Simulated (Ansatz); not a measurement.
Below is the output of a Python script on the Ansatz DFT code, driven from Python that makes harmonic frequencies at the relaxed geometry of H4OS2Sn, SMILES [OH][SnH]([SH])[SH]. Write a script that gives it. Level of theory (for the species named): PBE, def2-SVP basis, multiplicity 1.

```yaml
atoms:
  - { symbol: O, position_ang: [-0.7211, 1.5263, -1.4594] }
  - { symbol: Sn, position_ang: [-0.0684, 0.3958, -0.0394] }
  - { symbol: S, position_ang: [2.2157, -0.1256, -0.5047] }
  - { symbol: S, position_ang: [-1.2754, -1.6341, 0.0316] }
  - { symbol: H, position_ang: [-1.7279, 1.6696, -1.2716] }
  - { symbol: H, position_ang: [-0.1865, 1.2352, 1.5016] }
  - { symbol: H, position_ang: [2.3541, -0.9661, 0.6386] }
  - { symbol: H, position_ang: [-0.4983, -2.1583, 1.0476] }
```

```console
$ python freq_h4os2sn.py --basis-set def2-SVP
step   1  E = -29595.329573 eV  max force 2.8279 eV/A
step   2  E = -29595.531165 eV  max force 1.2262 eV/A
step   3  E = -29595.614969 eV  max force 0.9619 eV/A
step   4  E = -29595.648969 eV  max force 0.2744 eV/A
step   5  E = -29595.656209 eV  max force 0.1557 eV/A
step   6  E = -29595.669749 eV  max force 0.0953 eV/A
step   7  E = -29595.602298 eV  max force 1.6604 eV/A
step   8  E = -29595.678518 eV  max force 0.0860 eV/A
step   9  E = -29595.681348 eV  max force 0.6797 eV/A
step  10  E = -29595.698871 eV  max force 0.1538 eV/A
step  11  E = -29595.714483 eV  max force 0.2082 eV/A
step  12  E = -29595.675155 eV  max force 1.4758 eV/A
step  13  E = -29595.722612 eV  max force 0.1548 eV/A
step  14  E = -29595.722683 eV  max force 0.6207 eV/A
step  15  E = -29595.733587 eV  max force 0.3746 eV/A
step  16  E = -29595.738876 eV  max force 0.4984 eV/A
step  17  E = -29595.766968 eV  max force 0.2760 eV/A
step  18  E = -29595.771087 eV  max force 0.1915 eV/A
step  19  E = -29595.643310 eV  max force 2.6973 eV/A
step  20  E = -29595.779712 eV  max force 0.0968 eV/A
step  21  E = -29595.783825 eV  max force 0.1793 eV/A
step  22  E = -29595.792129 eV  max force 0.0429 eV/A
step  23  E = -29595.783658 eV  max force 0.2035 eV/A
step  24  E = -29595.794363 eV  max force 0.0576 eV/A
step  25  E = -29595.795088 eV  max force 0.2346 eV/A
step  26  E = -29595.797687 eV  max force 0.0420 eV/A
step  27  E = -29595.796994 eV  max force 0.2631 eV/A
step  28  E = -29595.798442 eV  max force 0.0176 eV/A
step  29  E = -29595.798763 eV  max force 0.0194 eV/A
step  30  E = -29595.798806 eV  max force 0.0698 eV/A
step  31  E = -29595.798999 eV  max force 0.0228 eV/A
step  32  E = -29595.799048 eV  max force 0.0024 eV/A
step  33  E = -29595.799051 eV  max force 0.0034 eV/A
step  34  E = -29595.799054 eV  max force 0.0012 eV/A
bond        before    after (A)
O0-Sn1       1.9288   2.0072
O0-H4        1.0341   0.9775
Sn1-S2       2.3886   2.4445
Sn1-S3       2.3627   2.4485
Sn1-H5       1.7588   1.7254
S2-H6        1.4257   1.3639
S3-H7        1.3824   1.3640
angle Sn1-O0-H4: 109.99 deg
angle O0-Sn1-S2: 109.04 deg
angle O0-Sn1-S3: 112.86 deg
angle O0-Sn1-H5: 101.73 deg
angle S2-Sn1-S3: 104.51 deg
angle S2-Sn1-H5: 116.31 deg
angle S3-Sn1-H5: 112.63 deg
angle Sn1-S2-H6: 90.93 deg
mode  1      93.4 1/cm    11.58 meV
mode  2     114.9 1/cm    14.25 meV
mode  3     123.9 1/cm    15.36 meV
mode  4     142.4 1/cm    17.65 meV
mode  5     149.1 1/cm    18.48 meV
mode  6     258.4 1/cm    32.04 meV
mode  7     328.4 1/cm    40.71 meV
mode  8     342.8 1/cm    42.50 meV
mode  9     501.1 1/cm    62.13 meV
mode 10     554.5 1/cm    68.75 meV
mode 11     592.4 1/cm    73.44 meV
mode 12     659.9 1/cm    81.81 meV
mode 13     674.5 1/cm    83.63 meV
mode 14     858.0 1/cm   106.37 meV
mode 15    1862.2 1/cm   230.88 meV
mode 16    2612.6 1/cm   323.92 meV
mode 17    2613.1 1/cm   323.99 meV
mode 18    3706.1 1/cm   459.49 meV
imaginary modes: 0  zero-point energy: 1.0035 eV
H(298 K) - E = 1.2578 eV
S(298 K, 1 bar) = 385.6 J/(mol K) with symmetry number 1
deuterated (1/cm): 86 91 98 116 139 204 321 336 359 397 481 494 582 634 1323 1876 1876 2698
zero-point energy falls by 0.2526 eV
```

One script that gives this output:

`freq_h4os2sn.py`:
```python
# -*- coding: utf-8 -*-
"""Harmonic frequencies of H4OS2Sn at its relaxed geometry."""

import argparse
import warnings

import ansatz as az
from ase import Atoms
from ase.thermochemistry import IdealGasThermo
import numpy as np

parser = argparse.ArgumentParser(description="Harmonic frequencies of H4OS2Sn at its relaxed geometry.")
parser.add_argument("--basis-set", required=True, help="basis")
parser.add_argument("--xc", default="pbe", help="exchange-correlation functional")
args = parser.parse_args()

warnings.simplefilter("ignore", az.DeckWarning)

geometry = (
    az.Crystal.molecule()
    .atom("O", (-0.7211, 1.5263, -1.4594))
    .atom("Sn", (-0.0684, 0.3958, -0.0394))
    .atom("S", (2.2157, -0.1256, -0.5047))
    .atom("S", (-1.2754, -1.6341, 0.0316))
    .atom("H", (-1.7279, 1.6696, -1.2716))
    .atom("H", (-0.1865, 1.2352, 1.5016))
    .atom("H", (2.3541, -0.9661, 0.6386))
    .atom("H", (-0.4983, -2.1583, 1.0476))
)

base = (
    geometry.calculation()
    .basis(gaussian=args.basis_set)
    .functional(args.xc)  # level of theory
    .scf(lower_state_search="standard")
)
symbols = [site.symbol for site in geometry.cartesian_sites]
start = np.array([site.position_ang for site in geometry.cartesian_sites], dtype=float)
def progress(event):
    if event["event"] == "relax_step":
        row = event["data"]
        print(f"step {row['step']:3d}  E = {row['lagrangian_ev']:.6f} eV  max force {row['allowed_force_max_ev_ang']:.4f} eV/A")


data = base.relax(force_tolerance=0.003).session().plan().execute(on_event=progress).report
end = np.array(data["positions_ang"])

print("bond        before    after (A)")
for i, j in [(0, 1), (0, 4), (1, 2), (1, 3), (1, 5), (2, 6), (3, 7)]:
    d0, d1 = (np.linalg.norm(xyz[i] - xyz[j]) for xyz in (start, end))
    print(f"{symbols[i]}{i}-{symbols[j]}{j}".ljust(10), f"{d0:8.4f} {d1:8.4f}")
for i, j, k in [(1, 0, 4), (0, 1, 2), (0, 1, 3), (0, 1, 5), (2, 1, 3), (2, 1, 5), (3, 1, 5), (1, 2, 6)]:
    u, v = end[i] - end[j], end[k] - end[j]
    print(f"angle {symbols[i]}{i}-{symbols[j]}{j}-{symbols[k]}{k}: {np.degrees(np.arccos(np.clip(u @ v / np.linalg.norm(u) / np.linalg.norm(v), -1, 1))):.2f} deg")

# frequencies need a stationary point, so they are taken at the relaxed geometry
minimum = az.Crystal.molecule()
for symbol, xyz in zip(symbols, end):
    minimum = minimum.atom(symbol, xyz.tolist())
vibrating = (
    minimum.calculation()
    .basis(gaussian=args.basis_set)
    .functional(args.xc)  # level of theory
    .scf(lower_state_search="standard")
    .phonons(temperatures=(100, 500, 100))
)
vib = vibrating.run(threads=1).report["vibrations"]
sums = vib["harmonic_sums"]
modes = [m["omega_inv_cm"] for m in sums["modes_at_gamma"] if m["rigid_motion"] == "no"]
for number, w in enumerate(modes, start=1):
    print(f"mode {number:2d} {w:9.1f} 1/cm {w / 8065.544 * 1000:8.2f} meV")
print("imaginary modes:", sum(w < 0 for w in modes), " zero-point energy:", round(sums["zero_point_energy_ev"], 4), "eV")
# rigid rotor and ideal gas, symmetry number taken as one
gas = IdealGasThermo(vib_energies=[w / 8065.544 for w in modes if w > 0], geometry="linear" if len(modes) == 3 * len(symbols) - 5 else "nonlinear",
                     atoms=Atoms(symbols, positions=end), symmetrynumber=1, spin=0.0)
print(f"H(298 K) - E = {gas.get_enthalpy(298.15, verbose=False):.4f} eV")
print(f"S(298 K, 1 bar) = {96485.33 * gas.get_entropy(298.15, 1e5, verbose=False):.1f} J/(mol K) with symmetry number 1")

# all hydrogen replaced by deuterium
heavier = vibrating.phonons(masses={"H": 2.014102}).run(threads=1).report["vibrations"]["harmonic_sums"]
print("deuterated (1/cm):", " ".join(f"{m['omega_inv_cm']:.0f}" for m in heavier["modes_at_gamma"] if m["rigid_motion"] == "no"))
print("zero-point energy falls by", round(sums["zero_point_energy_ev"] - heavier["zero_point_energy_ev"], 4), "eV")
```

These settings explore the input space; basis and method may be short of convergence. The frequencies are harmonic and unscaled, in a modest basis. The result belongs to the one conformer reached from this start, and soft torsions count as harmonic oscillators. The entropy takes a symmetry number of 1; a symmetric molecule's is lower by R ln(sigma). Wall time of the script: 4.5 min on 1 thread of Arm Neoverse V2 (shared host), peak memory 0.26 GiB.

(A comment or docstring line of the script was reworded after the run, the code is as it ran; lines on the test bed's own set-up are left out of the output.)
